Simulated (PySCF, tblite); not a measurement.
# C4H6GeOS: a rotation path, then NMR shifts on frames

How do NMR shifts of C4H6GeOS (`[GeH3][O]c1ccsc1`) change as the atoms move?

The runs use tblite 0.8.0 and PySCF 2.14.0, with density-fitted response routines of our own; the level of theory stands in each step. All values are computed, except where a source is named. Atoms are numbered from 0 throughout.

## 1. The starting structure

13 atoms, charge 0, multiplicity 1; geometry from: GFN2-xTB.

Bonds of the start (Å): Ge0–O1 1.76, O1–C2 1.35, C2–C3 1.42, C3–C4 1.35, C4–S5 1.72, S5–C6 1.72, C6–C2 1.36, Ge0–H7 1.50, Ge0–H8 1.50, Ge0–H9 1.49, C3–H10 1.07, C4–H11 1.07, C6–H12 1.07.

## 2. A band between two rotamers with GFN2-xTB

Job settings and geometry (Å):

```
{"job": {"kind": "neb", "xc": "GFN2-xTB", "basis": "xTB", "atoms": [3, 2, 1, 0], "turn": 180}, "charge": 0, "multiplicity": 1}
Ge     2.501342     0.061011    -0.013244
O      0.915595     0.811117    -0.119764
C     -0.294098     0.213177    -0.032192
C     -1.497513     0.965657    -0.138210
C     -2.600854     0.188684    -0.026442
S     -2.211031    -1.467900     0.211365
C     -0.529186    -1.113667     0.159116
H      2.653381    -0.945306    -1.117192
H      2.650421    -0.599691     1.327167
H      3.347785     1.270772    -0.185529
H     -1.507140     2.029208    -0.288754
H     -3.629764     0.484520    -0.065399
H      0.196673    -1.897096     0.271351
```

Method: GFN2-xTB climbing-image nudged elastic band, gas phase.

On the command line:

```console
$ OMP_NUM_THREADS=1 python probes_run.py task.json out
```

One launch serves the whole session: the jobs run in the order shown.

Log:

```text
image   E - E0 / eV
  0      -0.0000
  1       0.0184
  2       0.0501
  3       0.0704
  4       0.0748
  5       0.0663
  6       0.0535
  7       0.0312
  8       0.0117
```

It took 1.9 s on 1 thread of Intel Xeon 6975P-C, shared host; peak memory 0.18 GiB.

The final band, with the dihedral C3–C2–O1–Ge0:

| image | dihedral (°) | energy (eV) | energy (kcal/mol) |
| --- | --- | --- | --- |
| 0 | 180 | 0.000 | 0.0 |
| 1 | 201 | 0.018 | 0.4 |
| 2 | 224 | 0.050 | 1.2 |
| 3 | 247 | 0.070 | 1.6 |
| 4 | 271 | 0.075 | 1.7 |
| 5 | 295 | 0.066 | 1.5 |
| 6 | 318 | 0.053 | 1.2 |
| 7 | 340 | 0.031 | 0.7 |
| 8 | 360 | 0.012 | 0.3 |

## 3. Shielding tensors: image 0, PBE0/pcSseg-1

Job settings and geometry (Å):

```
{"job": {"kind": "nmr", "xc": "PBE0", "basis": "pcSseg-1", "pop": false}, "charge": 0, "multiplicity": 1}
Ge     2.501300     0.061000    -0.013200
O      0.915600     0.811100    -0.119800
C     -0.294100     0.213200    -0.032200
C     -1.497500     0.965700    -0.138200
C     -2.600900     0.188700    -0.026400
S     -2.211000    -1.467900     0.211400
C     -0.529200    -1.113700     0.159100
H      2.653400    -0.945300    -1.117200
H      2.650400    -0.599700     1.327200
H      3.347800     1.270800    -0.185500
H     -1.507100     2.029200    -0.288800
H     -3.629800     0.484500    -0.065400
H      0.196700    -1.897100     0.271400
```

Level: GIAO PBE0/pcSseg-1 NMR shielding, non-relativistic, gas phase.

Log:

```text
coarse grid: 54464 points
cycle   1  E = -2705.3882446223  dE =  6.456e-01  |g| = 1.062e+00  |ddm| = 3.746e+00
cycle   2  E = -2705.1977534829  dE =  1.905e-01  |g| = 1.425e+00  |ddm| = 1.670e+00
cycle   3  E = -2705.4859039122  dE = -2.882e-01  |g| = 3.152e-01  |ddm| = 1.342e+00
cycle   4  E = -2705.5053611067  dE = -1.946e-02  |g| = 8.079e-02  |ddm| = 3.250e-01
cycle   5  E = -2705.5063989867  dE = -1.038e-03  |g| = 2.612e-02  |ddm| = 8.261e-02
cycle   6  E = -2705.5065580034  dE = -1.590e-04  |g| = 7.416e-03  |ddm| = 2.815e-02
cycle   7  E = -2705.5065699363  dE = -1.193e-05  |g| = 1.804e-03  |ddm| = 8.786e-03
cycle   8  E = -2705.5065707182  dE = -7.818e-07  |g| = 5.889e-04  |ddm| = 2.210e-03
final grid: 113056 points
cycle   9  E = -2705.5065882470  dE =  1.452e-07  |g| = 9.952e-04  |ddm| = 1.940e-03
cycle  10  E = -2705.5065876315  dE =  6.155e-07  |g| = 1.815e-03  |ddm| = 2.426e-03
cycle  11  E = -2705.5065885000  dE = -8.684e-07  |g| = 1.072e-04  |ddm| = 1.618e-03
cycle  12  E = -2705.5065885024  dE = -2.468e-09  |g| = 1.103e-05  |ddm| = 9.080e-05
cycle  13  E = -2705.5065885024  dE = -9.095e-12  |g| = 6.233e-06  |ddm| = 1.581e-05
converged SCF energy = -2705.5065885024

GIAO shielding tensors (ppm)
atom      isotropic    diamagn.    paramagn.     s11        s22        s33       span
  0 Ge    1418.746    2756.448   -1337.702   1308.141   1318.061   1630.035    321.895
  1 O      258.415     404.497    -146.082    144.180    288.911    342.155    197.975
  2 C       22.895     247.704    -224.809    -43.184     26.775     85.094    128.279
  3 C       60.374     250.755    -190.381    -14.993     49.286    146.828    161.821
  4 C       53.782     261.298    -207.516    -38.466     47.562    152.249    190.715
  5 S      326.589    1056.132    -729.543    180.585    372.605    426.577    245.992
  6 C       82.542     260.630    -178.088     15.453     82.551    149.620    134.167
  7 H       26.583      28.902      -2.319     20.218     22.502     37.028     16.810
  8 H       26.576      28.899      -2.323     20.211     22.515     37.004     16.793
  9 H       26.835      28.621      -1.786     19.314     22.721     38.471     19.157
 10 H       24.791      31.214      -6.423     21.347     25.947     27.080      5.733
 11 H       24.673      30.340      -5.667     21.811     24.579     27.631      5.820
 12 H       25.897      33.076      -7.178     21.442     27.174     29.076      7.634
```

Run time: 16 s. Hardware: 1 thread of Intel Xeon 6975P-C, shared host; peak memory 0.82 GiB.

The references, computed at this level on geometries of the same kind, shield at (ppm): ¹H TMS 31.72, ¹³C TMS 186.9, ¹⁷O H2O 336.1, ³³S CS2 504, ⁷³Ge GeMe4 1331. Their shielding less the atom's gives the shift. The references are single molecules in the gas phase, so shifts against H2O, NH3, PH3, H3PO4 or CFCl3 are not on the usual liquid scales and can be off by tens of ppm. Each atom is listed at this fixed geometry, with no averaging over motion; a spectrum would average atoms that exchange fast.

| atoms | environment | σ (ppm) | δ (ppm) |
| --- | --- | --- | --- |
| C2 | aromatic carbon bearing oxygen | 22.9 | 164.0 |
| C4 | aromatic CH next to the ring sulfur | 53.8 | 133.1 |
| C3 | aromatic CH | 60.4 | 126.6 |
| C6 | aromatic CH next to the ring sulfur | 82.5 | 104.4 |
| H11 | hydrogen on an aromatic CH next to the ring sulfur | 24.67 | 7.04 |
| H10 | hydrogen on an aromatic CH | 24.79 | 6.93 |
| H12 | hydrogen on an aromatic CH next to the ring sulfur | 25.90 | 5.82 |
| H8 | hydrogen on a germanium bonded to O | 26.58 | 5.14 |
| H7 | hydrogen on a germanium bonded to O | 26.58 | 5.13 |
| H9 | hydrogen on a germanium bonded to O | 26.84 | 4.88 |
| Ge0 | germanium bonded to O, 3 H | 1419 | -88 |
| O1 | oxygen bonded to C, Ge | 258.4 | 77.7 |
| S5 | aromatic ring sulfur | 327 | 177 |

Ring of atoms C2, C3, C4, S5, C6: NICS(0) -13.5, NICS(1) -10.7, NICS(1)zz -24.3 ppm (means of both faces).

## 4. NMR shieldings: image 2, PBE0/pcSseg-1

Job settings and geometry (Å):

```
{"job": {"kind": "nmr", "xc": "PBE0", "basis": "pcSseg-1", "pop": false}, "charge": 0, "multiplicity": 1}
Ge     2.483300     0.096500    -0.162100
O      0.930400     0.772100     0.301200
C     -0.292600     0.190200     0.229800
C     -1.426900     0.898700    -0.255600
C     -2.556300     0.152000    -0.214800
S     -2.271600    -1.422300     0.412200
C     -0.600900    -1.077500     0.618200
H      2.437100    -0.230100    -1.627200
H      2.788100    -1.134600     0.643400
H      3.360100     1.250300     0.170500
H     -1.370900     1.908900    -0.616500
H     -3.542700     0.418400    -0.536200
H      0.058400    -1.822400     1.019400
```

With the program's defaults for keys left out, this is: GIAO PBE0/pcSseg-1 NMR shielding, non-relativistic, gas phase.

Log:

```text
coarse grid: 54464 points
cycle   1  E = -2705.3862154615  dE =  6.394e-01  |g| = 1.064e+00  |ddm| = 3.722e+00
cycle   2  E = -2705.2000491999  dE =  1.862e-01  |g| = 1.419e+00  |ddm| = 1.619e+00
cycle   3  E = -2705.4863133621  dE = -2.863e-01  |g| = 3.034e-01  |ddm| = 1.295e+00
cycle   4  E = -2705.5040744797  dE = -1.776e-02  |g| = 8.001e-02  |ddm| = 3.118e-01
cycle   5  E = -2705.5050888404  dE = -1.014e-03  |g| = 2.544e-02  |ddm| = 8.198e-02
cycle   6  E = -2705.5052399193  dE = -1.511e-04  |g| = 7.282e-03  |ddm| = 2.761e-02
cycle   7  E = -2705.5052513817  dE = -1.146e-05  |g| = 1.714e-03  |ddm| = 8.736e-03
cycle   8  E = -2705.5052520884  dE = -7.067e-07  |g| = 5.838e-04  |ddm| = 2.206e-03
final grid: 113056 points
cycle   9  E = -2705.5052462073  dE =  1.376e-07  |g| = 9.667e-04  |ddm| = 2.065e-03
cycle  10  E = -2705.5052456289  dE =  5.784e-07  |g| = 1.755e-03  |ddm| = 2.389e-03
cycle  11  E = -2705.5052464463  dE = -8.174e-07  |g| = 1.173e-04  |ddm| = 1.595e-03
cycle  12  E = -2705.5052464493  dE = -3.007e-09  |g| = 9.870e-06  |ddm| = 1.008e-04
cycle  13  E = -2705.5052464493  dE = -1.637e-11  |g| = 5.666e-06  |ddm| = 1.534e-05
converged SCF energy = -2705.5052464493

GIAO shielding tensors (ppm)
atom      isotropic    diamagn.    paramagn.     s11        s22        s33       span
  0 Ge    1409.664    2756.255   -1346.591   1292.283   1314.034   1622.677    330.394
  1 O      272.700     404.751    -132.051    174.690    281.747    361.663    186.973
  2 C       23.221     247.522    -224.301    -43.314     28.545     84.434    127.747
  3 C       59.373     251.154    -191.781    -16.410     47.957    146.572    162.982
  4 C       54.456     261.262    -206.806    -37.626     47.443    153.550    191.176
  5 S      324.139    1056.112    -731.973    173.946    368.644    429.826    255.880
  6 C       77.571     259.007    -181.436      3.754     75.919    153.040    149.286
  7 H       26.735      28.837      -2.102     20.191     22.854     37.161     16.970
  8 H       26.386      29.025      -2.639     19.170     23.084     36.905     17.735
  9 H       26.808      28.692      -1.884     19.652     22.484     38.288     18.636
 10 H       24.809      31.516      -6.708     21.548     25.870     27.009      5.461
 11 H       24.738      30.358      -5.620     21.915     24.657     27.641      5.726
 12 H       25.479      32.544      -7.065     21.203     26.690     28.543      7.340
```

It took 16 s on 1 thread of Intel Xeon 6975P-C, shared host; peak memory 0.9 GiB.

In short: δ C2 163.7, C4 132.5, C3 127.6, C6 109.4, H11 6.98, H10 6.91 ppm.

## 5. Shielding tensors: image 4, PBE0/pcSseg-1

Job settings and geometry (Å):

```
{"job": {"kind": "nmr", "xc": "PBE0", "basis": "pcSseg-1", "pop": false}, "charge": 0, "multiplicity": 1}
Ge     2.416500     0.218200    -0.313900
O      0.986900     0.547100     0.650200
C     -0.271300     0.074800     0.447500
C     -1.232400     0.725700    -0.374900
C     -2.427400     0.087400    -0.373200
S     -2.412500    -1.313200     0.622500
C     -0.768600    -1.045600     1.040000
H      2.168100     0.634300    -1.737500
H      2.731500    -1.249300    -0.239600
H      3.402300     1.076900     0.394700
H     -1.016400     1.623600    -0.925800
H     -3.320100     0.338800    -0.909300
H     -0.260900    -1.718300     1.701700
```

With the program's defaults for keys left out, this is: GIAO PBE0/pcSseg-1 NMR shielding, non-relativistic, gas phase.

Log:

```text
coarse grid: 54464 points
cycle   1  E = -2705.3850577543  dE =  6.336e-01  |g| = 1.065e+00  |ddm| = 3.711e+00
cycle   2  E = -2705.2058894645  dE =  1.792e-01  |g| = 1.411e+00  |ddm| = 1.605e+00
cycle   3  E = -2705.4884676172  dE = -2.826e-01  |g| = 2.850e-01  |ddm| = 1.270e+00
cycle   4  E = -2705.5036276990  dE = -1.516e-02  |g| = 7.742e-02  |ddm| = 2.903e-01
cycle   5  E = -2705.5045475356  dE = -9.198e-04  |g| = 2.306e-02  |ddm| = 7.932e-02
cycle   6  E = -2705.5046711483  dE = -1.236e-04  |g| = 7.147e-03  |ddm| = 2.527e-02
cycle   7  E = -2705.5046821706  dE = -1.102e-05  |g| = 1.490e-03  |ddm| = 8.367e-03
cycle   8  E = -2705.5046827085  dE = -5.379e-07  |g| = 5.220e-04  |ddm| = 2.188e-03
final grid: 113056 points
cycle   9  E = -2705.5047547460  dE =  6.408e-08  |g| = 7.733e-04  |ddm| = 1.921e-03
cycle  10  E = -2705.5047544440  dE =  3.020e-07  |g| = 1.304e-03  |ddm| = 2.043e-03
cycle  11  E = -2705.5047548964  dE = -4.523e-07  |g| = 1.395e-04  |ddm| = 1.335e-03
cycle  12  E = -2705.5047549010  dE = -4.587e-09  |g| = 8.989e-06  |ddm| = 1.180e-04
cycle  13  E = -2705.5047549010  dE = -1.819e-11  |g| = 4.705e-06  |ddm| = 1.426e-05
converged SCF energy = -2705.5047549010

GIAO shielding tensors (ppm)
atom      isotropic    diamagn.    paramagn.     s11        s22        s33       span
  0 Ge    1391.013    2756.328   -1365.315   1256.943   1295.629   1620.468    363.525
  1 O      275.932     404.503    -128.571    219.682    241.190    366.925    147.243
  2 C       23.567     247.907    -224.340    -43.814     29.499     85.016    128.830
  3 C       60.435     251.741    -191.306    -16.200     47.720    149.785    165.985
  4 C       54.478     260.772    -206.294    -37.778     47.932    153.281    191.059
  5 S      321.028    1055.993    -734.965    172.600    352.879    437.606    265.007
  6 C       71.659     257.442    -185.783     -3.138     69.791    148.325    151.463
  7 H       26.605      29.063      -2.459     19.508     23.280     37.026     17.517
  8 H       26.651      28.946      -2.295     19.623     23.237     37.093     17.470
  9 H       26.719      28.795      -2.076     20.097     22.129     37.932     17.834
 10 H       24.821      31.991      -7.170     21.599     25.524     27.339      5.740
 11 H       24.709      30.429      -5.721     21.852     24.794     27.480      5.628
 12 H       25.233      31.791      -6.558     21.632     26.831     27.234      5.602
```

Run time: 16 s. Hardware: 1 thread of Intel Xeon 6975P-C, shared host; peak memory 0.9 GiB.

Key values: δ C2 163.4, C4 132.4, C3 126.5, C6 115.3, H11 7.01, H10 6.90 ppm.

## 6. Nuclear shieldings: image 6, PBE0/pcSseg-1

Job settings and geometry (Å):

```
{"job": {"kind": "nmr", "xc": "PBE0", "basis": "pcSseg-1", "pop": false}, "charge": 0, "multiplicity": 1}
Ge     2.335600     0.367000    -0.414400
O      1.072600     0.202300     0.798500
C     -0.231800    -0.093700     0.568400
C     -1.015100     0.452200    -0.485400
C     -2.293000     0.003100    -0.466900
S     -2.574700    -1.086600     0.830500
C     -0.944200    -0.947300     1.354800
H      1.968700     1.422100    -1.420800
H      2.516500    -0.959000    -1.094600
H      3.473800     0.758700     0.455500
H     -0.618900     1.146900    -1.206700
H     -3.089600     0.231400    -1.145700
H     -0.604200    -1.496600     2.208900
```

Method: GIAO PBE0/pcSseg-1 NMR shielding, non-relativistic, gas phase.

Log:

```text
coarse grid: 54464 points
cycle   1  E = -2705.3858345565  dE =  6.405e-01  |g| = 1.064e+00  |ddm| = 3.723e+00
cycle   2  E = -2705.2099757620  dE =  1.759e-01  |g| = 1.406e+00  |ddm| = 1.608e+00
cycle   3  E = -2705.4890642534  dE = -2.791e-01  |g| = 2.832e-01  |ddm| = 1.257e+00
cycle   4  E = -2705.5038133650  dE = -1.475e-02  |g| = 7.534e-02  |ddm| = 2.813e-01
cycle   5  E = -2705.5046603119  dE = -8.469e-04  |g| = 2.079e-02  |ddm| = 7.517e-02
cycle   6  E = -2705.5047590334  dE = -9.872e-05  |g| = 7.172e-03  |ddm| = 2.283e-02
cycle   7  E = -2705.5047701614  dE = -1.113e-05  |g| = 1.498e-03  |ddm| = 8.126e-03
cycle   8  E = -2705.5047707147  dE = -5.533e-07  |g| = 4.933e-04  |ddm| = 2.289e-03
final grid: 113056 points
cycle   9  E = -2705.5047744202  dE =  2.935e-08  |g| = 6.898e-04  |ddm| = 1.948e-03
cycle  10  E = -2705.5047742124  dE =  2.078e-07  |g| = 1.104e-03  |ddm| = 1.956e-03
cycle  11  E = -2705.5047745405  dE = -3.281e-07  |g| = 1.256e-04  |ddm| = 1.271e-03
cycle  12  E = -2705.5047745442  dE = -3.731e-09  |g| = 1.105e-05  |ddm| = 1.089e-04
cycle  13  E = -2705.5047745443  dE = -1.683e-11  |g| = 5.949e-06  |ddm| = 1.703e-05
converged SCF energy = -2705.5047745443

GIAO shielding tensors (ppm)
atom      isotropic    diamagn.    paramagn.     s11        s22        s33       span
  0 Ge    1409.906    2756.366   -1346.460   1290.695   1315.307   1623.715    333.020
  1 O      269.752     404.052    -134.300    175.460    278.771    355.023    179.563
  2 C       24.546     248.279    -223.733    -41.394     29.976     85.056    126.450
  3 C       64.914     254.337    -189.423    -12.912     50.932    156.720    169.632
  4 C       54.509     259.578    -205.069    -37.065     47.673    152.917    189.982
  5 S      322.523    1055.824    -733.301    169.934    357.630    440.005    270.071
  6 C       73.344     257.318    -183.974      1.794     71.895    146.343    144.548
  7 H       26.355      29.237      -2.882     19.085     23.117     36.864     17.780
  8 H       26.754      28.832      -2.078     20.255     22.771     37.234     16.979
  9 H       26.836      28.684      -1.848     19.670     22.508     38.330     18.660
 10 H       24.798      32.807      -8.009     20.744     24.794     28.855      8.111
 11 H       24.715      30.511      -5.796     21.838     24.874     27.432      5.594
 12 H       25.265      31.336      -6.072     21.543     26.779     27.472      5.929
```

Wall time 16 s (1 thread of Intel Xeon 6975P-C, shared host); peak memory 0.9 GiB.

Key values: δ C2 162.4, C4 132.4, C3 122.0, C6 113.6, H11 7.00, H10 6.92 ppm.

## 7. Shielding tensors: image 8, PBE0/pcSseg-1

Job settings and geometry (Å):

```
{"job": {"kind": "nmr", "xc": "PBE0", "basis": "pcSseg-1", "pop": false}, "charge": 0, "multiplicity": 1}
Ge     2.319200     0.486500    -0.418700
O      1.130000    -0.141800     0.712100
C     -0.208200    -0.252200     0.540900
C     -0.928400     0.130000    -0.622900
C     -2.259200    -0.098200    -0.509800
S     -2.667300    -0.778900     1.012900
C     -1.022100    -0.760600     1.508400
H      2.001200     1.920600    -0.736900
H      2.309600    -0.343800    -1.671400
H      3.542600     0.313100     0.407000
H     -0.445900     0.553400    -1.489600
H     -3.032200     0.093600    -1.226600
H     -0.743500    -1.121300     2.476900
```

Level: GIAO PBE0/pcSseg-1 NMR shielding, non-relativistic, gas phase.

Log:

```text
coarse grid: 54464 points
cycle   1  E = -2705.3860751930  dE =  6.479e-01  |g| = 1.064e+00  |ddm| = 3.734e+00
cycle   2  E = -2705.2120444719  dE =  1.740e-01  |g| = 1.404e+00  |ddm| = 1.643e+00
cycle   3  E = -2705.4892876631  dE = -2.772e-01  |g| = 2.826e-01  |ddm| = 1.279e+00
cycle   4  E = -2705.5039105953  dE = -1.462e-02  |g| = 7.458e-02  |ddm| = 2.795e-01
cycle   5  E = -2705.5047389850  dE = -8.284e-04  |g| = 1.947e-02  |ddm| = 7.361e-02
cycle   6  E = -2705.5048244006  dE = -8.542e-05  |g| = 7.091e-03  |ddm| = 2.116e-02
cycle   7  E = -2705.5048352407  dE = -1.084e-05  |g| = 1.475e-03  |ddm| = 7.775e-03
cycle   8  E = -2705.5048357776  dE = -5.370e-07  |g| = 4.834e-04  |ddm| = 2.280e-03
final grid: 113056 points
cycle   9  E = -2705.5049159588  dE =  3.712e-08  |g| = 6.881e-04  |ddm| = 1.814e-03
cycle  10  E = -2705.5049157446  dE =  2.142e-07  |g| = 1.110e-03  |ddm| = 2.039e-03
cycle  11  E = -2705.5049160816  dE = -3.370e-07  |g| = 1.205e-04  |ddm| = 1.320e-03
cycle  12  E = -2705.5049160850  dE = -3.354e-09  |g| = 1.096e-05  |ddm| = 1.021e-04
cycle  13  E = -2705.5049160850  dE = -1.728e-11  |g| = 6.288e-06  |ddm| = 1.631e-05
converged SCF energy = -2705.5049160850

GIAO shielding tensors (ppm)
atom      isotropic    diamagn.    paramagn.     s11        s22        s33       span
  0 Ge    1416.912    2756.630   -1339.718   1312.830   1313.003   1624.902    312.071
  1 O      263.626     403.906    -140.280    157.893    291.210    341.776    183.883
  2 C       24.918     248.331    -223.414    -40.746     29.580     85.919    126.665
  3 C       66.623     255.925    -189.303    -10.329     58.685    151.511    161.840
  4 C       54.858     259.016    -204.158    -35.893     47.580    152.888    188.781
  5 S      317.243    1055.738    -738.494    157.160    361.323    433.248    276.088
  6 C       75.408     257.016    -181.608      5.149     74.907    146.170    141.021
  7 H       26.520      29.006      -2.486     20.119     22.437     37.003     16.884
  8 H       26.519      29.003      -2.484     20.118     22.433     37.006     16.889
  9 H       26.814      28.618      -1.804     19.283     22.790     38.369     19.086
 10 H       25.127      33.257      -8.130     21.120     25.010     29.253      8.132
 11 H       24.712      30.452      -5.740     21.754     24.956     27.426      5.672
 12 H       25.321      31.173      -5.852     21.397     26.872     27.693      6.297
```

Run time: 16 s. Hardware: 1 thread of Intel Xeon 6975P-C, shared host; peak memory 0.9 GiB.

This run: δ C2 162.0, C4 132.1, C3 120.3, C6 111.5, H11 7.00, H10 6.59 ppm.

## 8. Side by side: NMR shifts

Shifts (ppm) of some atoms, chosen among heavy atoms and hydrogens apart, with basis size and wall time:

| frame | C3 | C6 | H12 | H7 | Ge0 | O1 | S5 | functions | time |
| --- | --- | --- | --- | --- | --- | --- | --- | --- | --- |
| image 0 | 126.6 | 104.4 | 5.82 | 5.13 | -88 | 77.7 | 177 | 180 | 16 s |
| image 2 | 127.6 | 109.4 | 6.24 | 4.98 | -79 | 63.4 | 180 | 180 | 16 s |
| image 4 | 126.5 | 115.3 | 6.48 | 5.11 | -60 | 60.1 | 183 | 180 | 16 s |
| image 6 | 122.0 | 113.6 | 6.45 | 5.36 | -79 | 66.3 | 181 | 180 | 16 s |
| image 8 | 120.3 | 111.5 | 6.40 | 5.20 | -86 | 72.5 | 186 | 180 | 16 s |

## 9. Results

| quantity | value |
| --- | --- |
| barrier | 0.075 eV (1.7 kcal/mol) at image 4 |
| end to end (GFN2-xTB) | 0.012 eV |
| ¹³C shifts against TMS (PBE0/pcSseg-1, image 0) | 164.0, 133.1, 126.6, 104.4 ppm |
| ¹H shifts against TMS (PBE0/pcSseg-1, image 0) | 7.04, 6.93, 5.82, 5.14, 5.13, 4.88 ppm |
| ⁷³Ge shifts against GeMe4 (PBE0/pcSseg-1, image 0) | -88 ppm |
| ¹⁷O shifts against H2O (PBE0/pcSseg-1, image 0) | 77.7 ppm |
| ³³S shifts against CS2 (PBE0/pcSseg-1, image 0) | 177 ppm |
| range of the shift of Ge0 | -88 to -60 ppm |

In words: Along the band the dihedral turns by 180°, and the top (dihedral 271°) lies 1.7 kcal/mol above the start (GFN2-xTB, rough), so at room temperature this motion is fast. Ends this close can change order at a higher level. The top was not checked by a frequency run. Shifts at one fixed geometry are not the observed spectrum, which averages over the motion. In the first frame run (image 0): The largest span, 322 ppm, is at Ge0, where the paramagnetic term is -1338 ppm. NICS(1)zz of -24 ppm above the planar ring from C2 marks a diatropic (aromatic) ring current. Across the 5 runs the shift of Ge0 moves most, between -88 (image 0) and -60 ppm (image 4). Spin-orbit coupling is left out, which matters for shieldings and couplings at and beside the heavy atoms.
